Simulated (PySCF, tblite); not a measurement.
# C₆H₁₂N₂Si: geometry, infrared bands and NMR shifts

What infrared bands and NMR shifts should C₆H₁₂N₂Si (`Cc1cnn([SiH](C)C)c1`) show?

The runs use tblite 0.8.0 and PySCF 2.14.0, with density-fitted response routines of our own; the level of theory stands in each step. All values are computed, except where a source is named. Atoms are numbered from 0 throughout.

**1. The starting structure**

21 atoms, charge 0, multiplicity 1; geometry from: force field or distance geometry start.

Bonds of the start (Å): C0–C1 1.50, C1–C2 1.40, C2–N3 1.35, N3–N4 1.36, N4–Si5 1.77, Si5–C6 1.86, Si5–C7 1.85, N4–C8 1.37, C8–C1 1.38, C0–H9 1.10, C0–H10 1.09, C0–H11 1.09, C2–H12 1.07, Si5–H13 1.49, C6–H14 1.10, C6–H15 1.10, C6–H16 1.09, C7–H17 1.10, C7–H18 1.09, C7–H19 1.09, C8–H20 1.09.

**2. Geometry optimisation with GFN2-xTB**

What the job is given:

```
{"job": {"kind": "relax", "xc": "GFN2-xTB", "basis": "xTB"}, "charge": 0, "multiplicity": 1}
C      3.656900    -0.136900     0.482400
C      2.236000    -0.048400     0.025100
C      1.772400     0.089300    -1.284400
N      0.429200     0.137700    -1.361300
N      0.044700     0.004900    -0.061100
Si    -1.667100    -0.005000     0.407600
C     -2.475500     1.605700    -0.051500
C     -2.538600    -1.441300    -0.358100
C      1.098500    -0.110600     0.802800
H      3.726300     0.031600     1.566500
H      4.060000    -1.123300     0.255600
H      4.255700     0.617500    -0.020300
H      2.329100     0.174600    -2.194300
H     -1.743900    -0.156100     1.890000
H     -1.972300     2.456800     0.429000
H     -3.524900     1.616500     0.285400
H     -2.453600     1.764400    -1.127000
H     -3.593100    -1.482800    -0.046000
H     -2.078600    -2.389200    -0.066600
H     -2.520300    -1.379300    -1.448300
H      0.950200    -0.209200     1.874100
```

On the command line:

```sh
$ OMP_NUM_THREADS=1 python probes_run.py task.json out
```

The driver reads the jobs from task.json and runs them one after another.

**Question.** This job is followed by: GFN2-xTB harmonic vibrations, gas phase; GIAO PBE0/pcSseg-1 NMR shielding, non-relativistic, gas phase. What will the session give for the following? strongest single infrared mode (GFN2-xTB); zero-point energy (GFN2-xTB); 13C shifts against TMS (PBE0/pcSseg-1, means over atoms taken as alike); 1H shifts against TMS (PBE0/pcSseg-1, means over atoms taken as alike); 15N shifts against NH3 (PBE0/pcSseg-1); 29Si shifts against TMS (PBE0/pcSseg-1).

**Answer**, as computed:

| quantity | value |
| --- | --- |
| strongest single infrared mode (GFN2-xTB) | 2202 cm⁻¹, 309 km/mol |
| zero-point energy (GFN2-xTB) | 105.6 kcal/mol |
| 13C shifts against TMS (PBE0/pcSseg-1, means over atoms taken as alike) | 149.0, 137.3, 121.9, 11.1, -0.7 ppm |
| 1H shifts against TMS (PBE0/pcSseg-1, means over atoms taken as alike) | 7.78, 7.36, 5.27, 2.29, 0.45 ppm |
| 15N shifts against NH3 (PBE0/pcSseg-1) | 352.8, 235.7 ppm |
| 29Si shifts against TMS (PBE0/pcSseg-1) | -4.9 ppm |

**Reading.** The optimisation took 73 steps and gained 0.207 eV; among the close pairs (by a distance rule), Si5–C7 changed most, from 1.846 to 1.896 Å. No mode is imaginary among the 57: a minimum at this level. The strongest single mode, at 2202 cm⁻¹, moves mainly H13. GFN2-xTB is a fitted tight-binding method: band positions and strengths are rough. Its intensities can rank the bands wrongly. At PBE0/pcSseg-1: The widest tensor belongs to N3: span 509 ppm, with a paramagnetic part of -411 ppm. NICS(1)zz of -30 ppm above the planar ring from C1 marks a diatropic (aromatic) ring current.
